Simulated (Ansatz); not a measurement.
Working through a geometry optimisation of CH4FGe, SMILES [CH2][GeH2][F]

With the Ansatz DFT code, driven from Python.

The cells in order, each with its output:

In [1]:
```python
import itertools
import warnings

import ansatz
from ase import Atoms
from ase.data import atomic_numbers, covalent_radii
import numpy as np
```

In [2]:
```python
warnings.simplefilter('ignore', ansatz.DeckWarning)
```

In [3]:
```python
atoms = Atoms(['C', 'Ge', 'F', 'H', 'H', 'H', 'H'], positions=[
    [-0.8008, 0.3904, -0.8024],
    [0.6211, -0.0503, 0.3577],
    [0.1415, -1.4464, 1.3035],
    [-1.0056, -0.4053, -1.4905],
    [-1.7412, 0.6692, -0.2208],
    [0.9459, 1.1575, 1.2981],
    [1.9004, -0.3831, -0.4913],
])
system = ansatz.Crystal.molecule_from_ase(atoms)
```

In [4]:
```python
model = (
    system.calculation()
    .basis(gaussian='def2-SVP')
    .functional('pbe0')
    .spin('collinear', total=1)
)
symbols = [site.symbol for site in system.cartesian_sites]
start = np.array([site.position_ang for site in system.cartesian_sites], dtype=float)
def progress(event):
    if event['event'] == 'relax_step':
        row = event['data']
        print(f'step {row["step"]:3d}  E = {row["lagrangian_ev"]:.6f} eV  largest force component {row["allowed_force_max_ev_ang"]:.4f} eV/A')
```

In [5]:
```python
data = model.relax(force_tolerance=0.01).session().plan().execute(on_event=progress).report
end = np.array(data['positions_ang'])
```
```text
step   1  E = -60314.818730 eV  largest force component 1.8293 eV/A
step   2  E = -60315.108754 eV  largest force component 1.2401 eV/A
step   3  E = -60315.187419 eV  largest force component 0.7320 eV/A
step   4  E = -60315.201141 eV  largest force component 0.4389 eV/A
step   5  E = -60315.206342 eV  largest force component 0.0278 eV/A
step   6  E = -60315.206441 eV  largest force component 0.0038 eV/A
```

In [6]:
```python
for key in ('converged', 'free_energy_ev', 'reference_energy_ev', 'n_frozen', 'n_occupied', 'n_virtual'):
    print(f'{key:22s} {data[key]}')

radius = [covalent_radii[atomic_numbers[s]] for s in symbols]
span = lambda where, i, j: np.linalg.norm(where[i] - where[j])
bonded = [(i, j) for i, j in itertools.combinations(range(len(symbols)), 2) if min(span(start, i, j), span(end, i, j)) < 1.2 * (radius[i] + radius[j])]
print('pair        before    after (A)')
for i, j in bonded:
    print(f'{symbols[i]}{i}-{symbols[j]}{j}'.ljust(10), f'{span(start, i, j):8.4f} {span(end, i, j):8.4f}')
for first, second in list(itertools.combinations(bonded, 2)):
    shared = set(first) & set(second)
    if shared and symbols[(j := shared.pop())] != 'H':
        i, k = sorted((set(first) | set(second)) - {j})
        u, v = end[i] - end[j], end[k] - end[j]
        angle = np.degrees(np.arccos(np.clip(u @ v / np.linalg.norm(u) / np.linalg.norm(v), -1, 1)))
        print(f'final angle {symbols[i]}{i}-{symbols[j]}{j}-{symbols[k]}{k}: {angle:.2f} deg')
with open('ch4fge_opt.xyz', 'w') as handle:
    handle.write(f'{len(symbols)}\nrelaxed CH4FGe\n')
    handle.writelines(f'{s:2s} {x:11.6f} {y:11.6f} {z:11.6f}\n' for s, (x, y, z) in zip(symbols, end))
```
```text
converged              True
free_energy_ev         -60315.2064654196
reference_energy_ev    -60315.2064654196
n_frozen               0
n_occupied             [26, 25]
n_virtual              [54, 55]
pair        before    after (A)
C0-Ge1       1.8873   1.9152
C0-H3        1.0717   1.0946
C0-H4        1.1403   1.0947
Ge1-F2       1.7532   1.7510
Ge1-H5       1.5648   1.5359
Ge1-H6       1.5710   1.5358
final angle Ge1-C0-H3: 122.01 deg
final angle Ge1-C0-H4: 121.99 deg
final angle C0-Ge1-F2: 108.29 deg
final angle C0-Ge1-H5: 111.88 deg
final angle C0-Ge1-H6: 111.84 deg
final angle H3-C0-H4: 115.92 deg
final angle F2-Ge1-H5: 105.50 deg
final angle F2-Ge1-H6: 105.58 deg
final angle H5-Ge1-H6: 113.22 deg
```

`ch4fge_opt.xyz`, as written:
```text
7
relaxed CH4FGe
C    -0.917479    0.208348   -0.691564
Ge    0.646254   -0.062128    0.380618
F     0.366228   -1.440887    1.422955
H    -1.045534   -0.277783   -1.663949
H    -1.759994    0.815611   -0.345584
H     0.904091    1.121048    1.325373
H     1.867735   -0.432209   -0.473548
```

What to keep in mind:
- These settings explore the input space; basis and method may be short of convergence.
- The end point is the stationary point reached from this start; no frequency run checks that it is a minimum, and the basis set is modest.
- The run takes the species as open-shell (spin multiplicity 2), which needn't be its ground state.
- Hardware and time: 31 s on 1 thread of Arm Neoverse V2 (shared host), peak memory 0.26 GiB.
